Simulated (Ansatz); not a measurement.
This script makes a ranking of polymorphs by energy of 2 structures of ZnAg with Ansatz 0.2.0 through its Python package.

Script `polymorphs.py`:
```python
"""Polymorphs of ZnAg, after relaxing cells and atoms."""

import csv

import ansatz as az
import numpy as np
import spglib

config = {
    "xc": "r2SCAN",
    "ecut": 500,
    "k_spacing": 0.3,
    "occupations": "fermi_dirac",
    "sigma": 0.05,
}

PHASES = {
    "Pm-3m": (
        [[3.156, 0.0, 0.0], [0.0, 3.156, 0.0], [0.0, 0.0, 3.156]],
        [
            ("Zn", [0.5, 0.5, 0.5]),
            ("Ag", [0.0, 0.0, 0.0]),
        ],
    ),
    "Cmmm": (
        [[1.55083222, -2.29968166, 0.0], [1.55083222, 2.29968166, 0.0], [0.0, 0.0, 4.42916164]],
        [
            ("Zn", [0.5, 0.5, 0.5]),
            ("Ag", [0.0, 0.0, 0.0]),
        ],
    ),
}


def build(vectors, sites):
    crystal = az.Crystal(lattice=az.Lattice.of(vectors))
    for symbol, position in sites:
        crystal = crystal.atom(symbol, position)
    return crystal


def ground_state(name, crystal):
    calc = (
        crystal.calculation()
        .functional(config["xc"])
        .basis(config["ecut"])
        .kpoints(spacing=config["k_spacing"])
        .occupations(config["occupations"], width=config["sigma"])
        .stress()
        .band_table()
    )
    calc = calc.relax(force_tolerance=0.01, cell=True)
    return calc.run()


def space_group(outcome):
    sites = outcome.report["lattice"]["sites"]
    kinds = sorted({site["symbol"] for site in sites})
    cell = (outcome.lattice.cell_ang, [site["position_frac"] for site in sites], [kinds.index(site["symbol"]) for site in sites])
    return spglib.get_spacegroup(cell, symprec=0.01)


def volume_per_atom(outcome):
    return abs(np.linalg.det(outcome.lattice.cell_ang)) / len(outcome.lattice.sites)


def pressure_gpa(outcome):
    return float(np.trace(outcome.report["stress_gpa"]) / 3)

phases = {name: build(*cell) for name, cell in PHASES.items()}

done = {}
for name, crystal in phases.items():
    try:
        done[name] = ground_state(name, crystal)
    except az.NonConvergedError as error:
        print(name, "did not converge:", str(error)[:120])

energy = {name: o.report["energy_sigma0_ev"] / len(o.lattice.sites) for name, o in done.items()}
lowest = min(energy.values())
rows = [(name, len(o.lattice.sites), 1000 * (energy[name] - lowest), space_group(o), volume_per_atom(o), pressure_gpa(o)) for name, o in done.items()]
rows.sort(key=lambda row: row[2])
with open("polymorphs.csv", "w", newline="") as handle:
    writer = csv.writer(handle)
    writer.writerow(["phase", "atoms", "dE (meV/atom)", "space group", "V (A^3/atom)", "P (GPa)"])
    writer.writerows([round(v, 4) if isinstance(v, float) else v for v in row] for row in rows)
print(open("polymorphs.csv").read())
```

Which of these structures comes out lowest, and how far apart are they?

By space group at the end of each run: Pm-3m (+0 meV an atom, 15.5 Å³) and Cmmm (+43 meV an atom, 15.7 Å³).

The run itself:

```console
$ python polymorphs.py
phase,atoms,dE (meV/atom),space group,V (A^3/atom),P (GPa)
Pm-3m,2,0.0,Pm-3m (221),15.4722,-0.0271
Cmmm,2,43.0461,Cmmm (65),15.7226,0.0018
```

Reading the output:
- For the metals among these phases the mesh is modest: differences between phases can be off by up to 40 meV an atom.
- Pressure is positive in compression.
- The cells come from databases of deposited and of computed structures, and not all need be stable phases.
- The ranking holds among these structures alone, at zero temperature; the ground state may be another structure. Differences under about 40 meV an atom lie within the error of mesh and functional.
- Run time: 71 s on 1 thread of Arm Neoverse V2, with other jobs on the host, peak memory 0.55 GiB.

(Lines on the test bed's own set-up are left out of the output.)
